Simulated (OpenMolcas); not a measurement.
# Ag²⁺ with 6 ligands (fluoride): CASSCF and CASPT2 levels and susceptibility

Which state of Ag²⁺ lies lowest among these ligands, how large is the field, and what χT follows?

Method: state-averaged CASSCF and CASPT2, spin-orbit coupling by RASSI with atomic mean-field integrals. Code: OpenMolcas 26.06.

## Step 1: Starting point

* Species: Ag²⁺ (silver, Z = 47, 45 electrons)
* Basis: ANO-RCC-VTZP [7s6p4d2f1g], 152 functions with the ligands
* Scalar Hamiltonian: DKH2, point nucleus
* Inactive shells: 1s 2s 2p 3s 3p 3d 4s 4p of the metal, and all ligand shells
* Active space: 9 electrons in 5 orbitals (4d)
* Some configurations of this space: 4d9
* Orbitals: optimised for each spin and parity, averaged over all roots

Outer shells as boxes (Hund's rule):

4d9
```
4d [↑↓][↑↓][↑↓][↑↓][↑ ]
```

Ag²⁺ is taken with 6 ligands (fluoride) in octahedron coordination (Oh) at 2.18 Å. A charge of +0.667 e stands 3.2 Å behind each ligand. Ligand basis ANO-RCC-VDZP. The distances are assumed, not relaxed.

```xyz
7

Ag    0.0000    0.0000    0.0000
F     2.1800    0.0000    0.0000
F     0.0000    2.1800    0.0000
F    -2.1800    0.0000    0.0000
F     0.0000   -2.1800    0.0000
F     0.0000    0.0000    2.1800
F     0.0000    0.0000   -2.1800
```

The work runs as a chain of OpenMolcas steps in one folder; each step below is one input file. Labels, J, g values, rates, χT and fits are worked out afterwards by a script from the matrices that RASSI stores. The input lists half of the charges; inversion (Group=XYZ) makes the rest.

## Step 2: One- and two-electron integrals

a.inp reads:

```
&GATEWAY
Coord
7

Ag 0.0 0.0 0.0
F 2.180000 0.000000 0.000000
F 0.000000 2.180000 0.000000
F -2.180000 0.000000 0.000000
F 0.000000 -2.180000 0.000000
F 0.000000 0.000000 2.180000
F 0.000000 0.000000 -2.180000
Basis=Ag.ANO-RCC-VTZP,F.ANO-RCC-VDZP
Group=XYZ
NoMove
AngMom=0.0 0.0 0.0
AMFI
RICD
XField
3 Angstrom 0
5.380000 0.000000 0.000000 0.666667
0.000000 5.380000 0.000000 0.666667
0.000000 0.000000 5.380000 0.666667
&SEWARD
```

Run with:

```console
> OMP_NUM_THREADS=1 MOLCAS_MEM=2457 MOLCAS_PROJECT=a pymolcas a.inp > a.log
```

What it wrote:

```text
Basis set label: AG.ANO-RCC...7S6P4D2F1G.

      Electronic valence basis set:
      ------------------
      Associated Effective Charge  47.000000 au
      Associated Actual Charge     47.000000 au
      Nuclear Model: Point charge

      Shell  nPrim  nBasis  Cartesian Spherical Contaminant
         s      21       7        X
         p      18       6        X
         d      13       4                 X
         f       6       2                 X
         g       4       1                 X
                  Relativistic Douglas-Kroll-Hess integrals:
                    - DKH order of Hamiltonian: 2
                    - DKH order of Properties : 0
                  Atomic mean-field integrals
```

## Step 3: CASSCF: doublets of even parity, 5 roots

a.inp reads:

```
&RASSCF
FileOrb=start.orb
Symmetry=1
Spin=2
nActEl=9 0 0
Inactive=24 24
Ras2=5 0
CIRoot=5 5 1
SDav=5
CIMx=300
Iter=150 100
PrWF=0.3
OrbListing=Nothing
MaxOrb=0
LevShft=1.0
>>> COPY $Project.JobIph JOB001
```

start.orb holds start orbitals that the driver prepared beforehand, or those of the step before.

What it wrote, shortened:

```text
[...]
      Number of active orbitals                  5
[...]
      Spin quantum number                      0.5
[...]
      Active orbitals                            5   0
[...]
      Number of CSFs                             5
      Number of root(s) required                 5
[...]
      Convergence after 15 iterations
[...]
      Natural orbitals and occupation numbers for root  1
      sym 1:   2.000000   2.000000   2.000000   2.000000   1.000000
      Natural orbitals and occupation numbers for root  2
      sym 1:   2.000000   2.000000   1.000000   2.000000   2.000000
      Natural orbitals and occupation numbers for root  3
      sym 1:   2.000000   2.000000   2.000000   1.000000   2.000000
::    RASSCF root number  1 Total energy:  -5910.14517194
::    RASSCF root number  2 Total energy:  -5910.14517194
::    RASSCF root number  3 Total energy:  -5910.10512938
::    RASSCF root number  4 Total energy:  -5910.10512938
::    RASSCF root number  5 Total energy:  -5910.10512938
```

## Step 4: State interaction with spin-orbit coupling

a.inp reads:

```
&RASSI
NrOfJobIphs=1 5
1 2 3 4 5
IphNames
JOB001
EJob
SpinOrbit
DIPRint=1.0
SOCoupling=1000.0
Subsets=2
Property=9
'ANGMOM' 1 'ANGMOM' 2 'ANGMOM' 3 'MLTPL  1' 1 'MLTPL  1' 2 'MLTPL  1' 3
'AMFI' 1 'AMFI' 2 'AMFI' 3
SOProperty=3
'ANGMOM' 1 'ANGMOM' 2 'ANGMOM' 3
```

What it wrote, shortened:

```text
SPIN-FREE ENERGIES:
  (Shifted by EMIN (a.u.) =      -5910.1451719441)
 SF State       Relative EMIN(au)   Rel lowest level(eV)    D:o, cm**(-1)
     1             0.0000000000        0.0000000000              0.0000
     2             0.0000000000        0.0000000000              0.0000
     3             0.0400425653        1.0896137102           8788.3273
     4             0.0400425653        1.0896137102           8788.3273
     5             0.0400425653        1.0896137102           8788.3273
     Dipole printing threshold changed to   1.00000000E+00
Eigenvalues of complex Hamiltonian:
   -----------------------------------
  (Shifted by EMIN (a.u.) =      -5910.1451719441)
 SO State       Relative EMIN(au)   Rel lowest level(eV)    D:o, cm**(-1)
     1            -0.0020392287        0.0000000000              0.0000
     2            -0.0020392287        0.0000000000              0.0000
     3            -0.0020392287        0.0000000000              0.0000
     4            -0.0020392287        0.0000000000              0.0000
     5             0.0321691098        0.9308563131           7507.8625
     6             0.0321691098        0.9308563131           7507.8625
     7             0.0460185217        1.3077180101          10547.4571
     8             0.0460185217        1.3077180101          10547.4571
     9             0.0460185217        1.3077180101          10547.4571
    10             0.0460185217        1.3077180101          10547.4571
Weights of the five most important spin-orbit-free states for each spin-orbit state.
[...]
```

Time for these steps: 11 s (1 thread of Arm Neoverse V2, shared host).

Spin-free states, with their symmetry labels:

```
state  degeneracy  E (cm-1)  free-ion L (%)
   2E           2         0         D (100)
  2T2           3      8788         D (100)
```

With spin-orbit coupling:

| E (cm-1) | Degeneracy | Label | 2S+1 | g |
| --- | --- | --- | --- | --- |
| 0.0 | 4 | Γ8 | 2 |  |
| 7508 | 2 | Γ7 | 2 | 1.98 1.98 1.98 |
| 10547 | 4 | Γ8 | 2 |  |

Principal g values are given for doublets only; a zero marks a field direction without first-order Zeeman splitting.

Powder χT (cm³ K/mol): 0.63 at 2 K, 0.63 at 5 K, 0.63 at 10 K, 0.63 at 20 K, 0.63 at 50 K, 0.63 at 100 K, 0.64 at 150 K, 0.64 at 200 K, 0.65 at 250 K, 0.65 at 300 K.

A ligand-field fit to the states below 45000 cm-1 gives 10Dq = 8788 cm-1, the gap between the two states.

The orbitals of the open shell are 91 to 98 % metal; the Mulliken charge of the metal is +1.67 e.

## Step 5: CASPT2: IPEA 0.25, imaginary shift 0.1 (closed shells correlated: 4s 4p of the metal, with ligand shells; the Frozen line counts the rest)

a.inp reads:

```
>>> COPY JOB001 $Project.JobIph
&CASPT2
Multistate=5 1 2 3 4 5
NoMult
Frozen=11 9
IPEA=0.25
Imaginary=0.1
MaxIter=60
WThr=0.0 0.3 0.05
PrWF=0.5
NoMix
```

What it wrote:

```text
Orbital specifications:
      -----------------------

      Symmetry species                           1   2
                                                ag  au
      Frozen orbitals                           11   9
      Inactive orbitals                         13  15
      Active orbitals                            5   0
      Secondary orbitals                        49  50
      Deleted orbitals                           0   0
      Number of basis functions                 78  74
Type of calculation                        SS-CASPT2
      Fock operator                              state-specific
      IPEA shift                                 0.25
      Real shift                                 0.00
      Imaginary shift                            0.10
      The input orbitals will be transformed to quasi-canonical
Reference energy:       -5910.1451719441
      E2 (Non-variational):      -1.8670005474
      Shift correction:          -0.0012644184
      E2 (Variational):          -1.8682649657
      Total energy:           -5912.0134369098
      Residual norm:              0.0000007942
      Reference weight:           0.69946
      Contributions to the CASPT2 correlation energy
      Active & Virtual Only:         -0.2265646329
      One Inactive Excited:          -0.2745572538
      Two Inactive Excited:          -1.3658786607
Reference energy:       -5910.1451719440
      E2 (Non-variational):      -1.8669669968
      Shift correction:          -0.0012635233
      E2 (Variational):          -1.8682305201
      Total energy:           -5912.0134024641
      Residual norm:              0.0000001650
      Reference weight:           0.69949
      Contributions to the CASPT2 correlation energy
      Active & Virtual Only:         -0.2265305597
      One Inactive Excited:          -0.2745590725
      Two Inactive Excited:          -1.3658773645
::    CASPT2 Root  1     Total energy:  -5912.01343691
::    CASPT2 Root  2     Total energy:  -5912.01340246
::    CASPT2 Root  3     Total energy:  -5911.96304728
::    CASPT2 Root  4     Total energy:  -5911.96299491
::    CASPT2 Root  5     Total energy:  -5911.96250266
```

This run: 15 s of run time, 1 thread of Arm Neoverse V2, shared host.

SS-CASPT2: lowest energy less the reference's lowest, -1.8682 hartree; reference weights 0.699 to 0.702.

Spin-free states, with their symmetry labels:

```
state  degeneracy  E (cm-1)  free-ion L (%)
   2E           2         0         D (100)
  2T2           3     11099         D (100)
```

With spin-orbit coupling:

```
E (cm-1)  Degeneracy  Label  2S+1               g
       0           4     Γ8     2                
    9740           2     Γ7     2  1.98 1.98 1.98
   12700           4     Γ8     2
```

Powder χT (cm³ K/mol): 0.58 at 2 K, 0.58 at 5 K, 0.58 at 10 K, 0.58 at 20 K, 0.58 at 50 K, 0.59 at 100 K, 0.59 at 150 K, 0.60 at 200 K, 0.60 at 250 K, 0.60 at 300 K.

A ligand-field fit to the states below 45000 cm-1 gives 10Dq = 11099 cm-1, the gap between the two states.

## Step 6: CASPT2: IPEA 0, imaginary shift 0.1 (closed shells correlated: 4s 4p of the metal, with ligand shells; the Frozen line counts the rest)

Edit a.inp of step 5 so:

```diff
@@ -5,3 +5,3 @@
 Frozen=11 9
-IPEA=0.25
+IPEA=0.0
 Imaginary=0.1
```

What it wrote:

```text
Orbital specifications:
      -----------------------

      Symmetry species                           1   2
                                                ag  au
      Frozen orbitals                           11   9
      Inactive orbitals                         13  15
      Active orbitals                            5   0
      Secondary orbitals                        49  50
      Deleted orbitals                           0   0
      Number of basis functions                 78  74
Type of calculation                        SS-CASPT2
      Fock operator                              state-specific
      IPEA shift                                 0.00
      Real shift                                 0.00
      Imaginary shift                            0.10
      The input orbitals will be transformed to quasi-canonical
Reference energy:       -5910.1451719441
      E2 (Non-variational):      -1.8713010487
      Shift correction:          -0.0012857813
      E2 (Variational):          -1.8725868299
      Total energy:           -5912.0177587740
      Residual norm:              0.0000002369
      Reference weight:           0.69803
      Contributions to the CASPT2 correlation energy
      Active & Virtual Only:         -0.2277643321
      One Inactive Excited:          -0.2765637083
      Two Inactive Excited:          -1.3669730082
Reference energy:       -5910.1451719440
      E2 (Non-variational):      -1.8712972715
      Shift correction:          -0.0012850062
      E2 (Variational):          -1.8725822777
      Total energy:           -5912.0177542217
      Residual norm:              0.0000002803
      Reference weight:           0.69804
      Contributions to the CASPT2 correlation energy
      Active & Virtual Only:         -0.2277598561
      One Inactive Excited:          -0.2765659220
      Two Inactive Excited:          -1.3669714934
::    CASPT2 Root  1     Total energy:  -5912.01775877
::    CASPT2 Root  2     Total energy:  -5912.01775422
::    CASPT2 Root  3     Total energy:  -5911.96583779
::    CASPT2 Root  4     Total energy:  -5911.96583779
::    CASPT2 Root  5     Total energy:  -5911.96583766
```

This run: 16 s of run time, 1 thread of Arm Neoverse V2, shared host.

SS-CASPT2: lowest energy less the reference's lowest, -1.8726 hartree; reference weights 0.698 to 0.701.

Spin-free states, with their symmetry labels:

```
state  degeneracy  E (cm-1)  free-ion L (%)
   2E           2         0         D (100)
  2T2           3     11395         D (100)
```

With spin-orbit coupling:

```tsv
E (cm-1)	Degeneracy	Label	2S+1	g
0	4	Γ8	2	
10030	2	Γ7	2	1.98 1.98 1.98
12980	4	Γ8	2
```

Powder χT (cm³ K/mol): 0.58 at 2 K, 0.58 at 5 K, 0.58 at 10 K, 0.58 at 20 K, 0.58 at 50 K, 0.58 at 100 K, 0.59 at 150 K, 0.59 at 200 K, 0.59 at 250 K, 0.60 at 300 K.

A ligand-field fit to the states below 45000 cm-1 gives 10Dq = 11395 cm-1, the gap between the two states.

## Step 7: The methods side by side

A. CASSCF
B. SS-CASPT2, IPEA 0.25, imaginary shift 0.1 (closed shells correlated: 4s 4p of the metal, with ligand shells; the Frozen line counts the rest)
C. SS-CASPT2, IPEA 0, imaginary shift 0.1 (closed shells correlated: 4s 4p of the metal, with ligand shells; the Frozen line counts the rest)

```
method  ground state  first state of that spin (cm-1)  first gap with spin-orbit (cm-1)  χT at 300 K
     A            2E                         2T2 8788                            7507.9         0.65
     B            2E                        2T2 11100                            9737.7         0.60
     C            2E                        2T2 11390                           10025.1         0.60
```

## Step 8: Results

| quantity | value |
| --- | --- |
| method | SS-CASPT2, IPEA 0.25, imaginary shift 0.1 (closed shells correlated: 4s 4p of the metal, with ligand shells; the Frozen line counts the rest) |
| spin-free ground state | 2E, 2-fold in its orbital part |
| first state of the same spin within the active space | 2T2 at 11100 cm⁻¹ |
| lowest level | 4-fold Γ8 |
| next level | 9737.7 cm⁻¹ |
| χT at 300 K | 0.60 cm³ K/mol |
| effective moment at 300 K | 2.20 μB |

Cost by method:

```
                                              method  time of its own steps  time with the reference
                                           A. CASSCF                   11 s                     11 s
B. SS-CASPT2, IPEA 0.25, imaginary shift 0.1, +4s 4p                   15 s                     26 s
   C. SS-CASPT2, IPEA 0, imaginary shift 0.1, +4s 4p                   16 s                     27 s
```

Times are of one thread on a shared host.

What this shows: The spin-free ground state (2E) comes to 100 % from free-ion D terms and keeps the highest spin of the shell. χT at 300 K is 0.60, against 0.38 cm³ K/mol for the spin alone, so orbital moment adds to it. A ligand-field fit to the states below 45000 cm-1 gives 10Dq = 11099 cm-1, the gap between the two states. CASPT2 does not keep the components of a term degenerate, and the means are used. An orbital doublet at a regular site is open to a Jahn-Teller distortion, which this geometry leaves out.
